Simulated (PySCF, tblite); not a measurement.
# C7H8NO radical: geometry, infrared bands and EPR parameters

Aim: predict the infrared bands and EPR parameters of C7H8NO radical (`C#C[C@@H]1CC[N]C(=O)C1`).

Computed with tblite 0.8.0 and PySCF 2.14.0, with density-fitted response routines of our own, on a single molecule in the gas phase. Atoms are numbered from 0 throughout.

## Step 1: The starting structure

17 atoms, charge 0, multiplicity 2; geometry from: force field or distance geometry start.

Bonds of the start (Å): C0–C1 1.22, C1–C2 1.46, C2–C3 1.54, C3–C4 1.52, C4–N5 1.46, N5–C6 1.33, C6–O7 1.22, C6–C8 1.53, C8–C2 1.53, C0–H9 1.05, C2–H10 1.11, C3–H11 1.08, C3–H12 1.11, C4–H13 1.11, C4–H14 1.11, C8–H15 1.09, C8–H16 1.10.

## Step 2: Geometry optimisation with GFN2-xTB

The job: settings as JSON, then the geometry in Å.

```
{"job": {"kind": "relax", "xc": "GFN2-xTB", "basis": "xTB"}, "charge": 0, "multiplicity": 2}
C      3.136200    -0.807900     0.099400
C      1.959700    -0.581700    -0.115000
C      0.541500    -0.322400    -0.357000
C      0.213700     1.174400    -0.212700
C     -1.285800     1.375100    -0.391900
N     -2.079800     0.549900     0.511200
C     -1.825700    -0.755900     0.416800
O     -2.672100    -1.636600     0.341100
C     -0.353200    -1.121800     0.585900
H      4.152800    -1.000200     0.292800
H      0.301200    -0.617500    -1.394900
H      0.769800     1.758200    -0.935500
H      0.512300     1.524400     0.800200
H     -1.543400     1.174600    -1.449400
H     -1.511200     2.447300    -0.235800
H     -0.243500    -2.190000     0.395900
H     -0.079400    -0.957900     1.638900
```

Command:

```sh
> OMP_NUM_THREADS=1 python probes_run.py task.json out
```

One launch serves the whole session: the jobs run in the order shown.

**Question.** This job is followed by: GFN2-xTB harmonic vibrations, gas phase; UKS B3LYP, pcH-1 on C H N O, non-relativistic, mean-field spin-orbit, GIAO. What will the session give for the following? strongest single infrared mode (GFN2-xTB); zero-point energy (GFN2-xTB); g(iso) (B3LYP); ⟨S²⟩; largest a(iso); potential on the surface of density 0.002 e/bohr³, 1st and 99th percentile.

As calculated:

| quantity | value |
| --- | --- |
| strongest single infrared mode (GFN2-xTB) | 1788 cm⁻¹, 282 km/mol |
| zero-point energy (GFN2-xTB) | 82.6 kcal/mol |
| g(iso) (B3LYP) | 2.00244 |
| ⟨S²⟩ | 0.755 (exact 0.75) |
| largest a(iso) | 13C on C8, 93.2 MHz |
| potential on the surface of density 0.002 e/bohr³, 1st and 99th percentile | -1.91 V and 1.54 V |

What this shows: The optimisation took 80 steps and gained 0.469 eV; among the close pairs (by a distance rule), C6–C8 changed most, from 1.527 to 1.603 Å. No mode is imaginary among the 45: a minimum at this level. The strongest single mode, at 1788 cm⁻¹, moves mainly C6. GFN2-xTB is a fitted tight-binding method: band positions and strengths are rough. Its intensities can rank the bands wrongly. The largest share of the spin, 0.55 e, sits on N5. The isotropic g lies 0.1 ppt above the free-electron value. The conformer search found further structures of the same energy, which may be mirror or relabelled copies of this one.
